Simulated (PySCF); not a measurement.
# InF (SMILES [F][In]): B2PLYP/def2-TZVPP (core potential)

What is the vertical singlet–triplet gap of InF at B2PLYP/def2-TZVPP (core potential)? 

Program for the calculation: PySCF 2.14.0.

4 further runs of the same task are left out: 4 set aside as unsound or not needed.

## 1. The system as given

InF: 2 atoms, total charge 0, spin state singlet. As SMILES, `[F][In]`. The shape is that of a PBE0-D4/def2-TZVP optimisation.

Bond lengths: F1–In2 1.994 Å.

## 2. A single-point energy at B2PLYP/def2-TZVPP (core potential)

File start.xyz:

```xyz
2
FIn
F      0.000000     0.000000     0.015910
In     0.000000     0.000000     2.009580
```

File run.py:

```python
# InF
from pyscf import gto, dft, mp

mol = gto.M(
    atom='start.xyz',
    ecp={'In': 'def2-svp'},
    verbose=3,
    max_memory=1860,
    basis='def2-tzvpp',
    charge=0,
    spin=0,
)

mf = dft.RKS(mol)
mf.xc = '0.53*HF + 0.47*B88, 0.73*LYP'
mf.grids.level = 5
mf.conv_tol = 1e-10
mf.kernel()
if not mf.converged:
    mf = mf.newton().run(mf.mo_coeff, mf.mo_occ)

pt = mp.MP2(mf, frozen=5).run()
e_final = mf.e_tot + 0.27 * pt.e_corr
print('PT2 part  %.8f' % (0.27 * pt.e_corr))
print('E(%s) = %.9f' % ('B2PLYP', e_final))
```

Launch:

```
$ OMP_NUM_THREADS=1 python run.py
```

What it wrote:

```text
converged SCF energy = -289.656066182525
E(RMP2) = -290.283084487982  E_corr = -0.627018305456459
E(SCS-RMP2) = -290.242040565592  E_corr = -0.585974383066444
PT2 part  -0.16929494
E(B2PLYP) = -289.825361125
```

Run time: 6.6 s. Hardware: 1 thread of Arm Neoverse V1, shared host; peak memory 0.37 GiB.

## 3. The triplet at the same level

File geometry.xyz:

```xyz
2

F      0.000000     0.000000     0.015910
In     0.000000     0.000000     2.009580
```

File input.py:

```python
from pyscf import gto, dft, mp

mol = gto.M(
    atom='geometry.xyz',
    spin=2,
    ecp={'In': 'def2-svp'},
    max_memory=1860,
    verbose=3,
    basis='def2-tzvpp',
)

myscf = dft.UKS(mol, xc='0.53*HF + 0.47*B88, 0.73*LYP')
myscf.conv_tol = 1e-10
myscf.grids.level = 5
myscf.kernel()
if not myscf.converged:
    myscf = myscf.newton().run(myscf.mo_coeff, myscf.mo_occ)

pt = mp.MP2(myscf, frozen=5).run()
e_tot = myscf.e_tot + 0.27 * pt.e_corr
print('PT2 part  %.8f' % (0.27 * pt.e_corr))
print('E(%s) = %.9f' % ('B2PLYP', e_tot))
```

Launch:

```
$ OMP_NUM_THREADS=1 python input.py
```

What it wrote:

```text
WARN: HOMO -0.422226837896477 >= LUMO -0.759796842532602

converged SCF energy = -289.523341701693  <S^2> = 2.0067792  2S+1 = 3.004516
E(UMP2) = -290.106629066318  E_corr = -0.583287364625089
E(SCS-UMP2) = -290.061953159519  E_corr = -0.538611457825364
PT2 part  -0.15748759
E(B2PLYP) = -289.680829290
```

Run time: 13 s. Hardware: 1 thread of Arm Neoverse V1, shared host; peak memory 0.39 GiB.

## 4. Summary of results

At B2PLYP/def2-TZVPP (core potential), 5 core orbitals frozen:

```
                                                         quantity          value
                                            singlet: total energy  -289.82536 Eh
                                singlet: dipole moment (SCF part)         3.35 D
                       singlet: HOMO energy (SCF part's orbitals)       -8.39 eV
                       singlet: LUMO energy (SCF part's orbitals)       -0.79 eV
                     singlet: HOMO–LUMO gap (SCF part's orbitals)        7.60 eV
                                            triplet: total energy  -289.68083 Eh
                                triplet: dipole moment (SCF part)         3.22 D
triplet: HOMO energy (SCF part's orbitals) (highest over α and β)       -4.89 eV
 triplet: LUMO energy (SCF part's orbitals) (lowest over α and β)       -4.38 eV
                                                    triplet: ⟨S²⟩          2.007
                 vertical energy of the triplet above the singlet       3.933 eV
```

What this shows: At this shape the triplet lies 3.93 eV (379 kJ/mol) above the singlet.
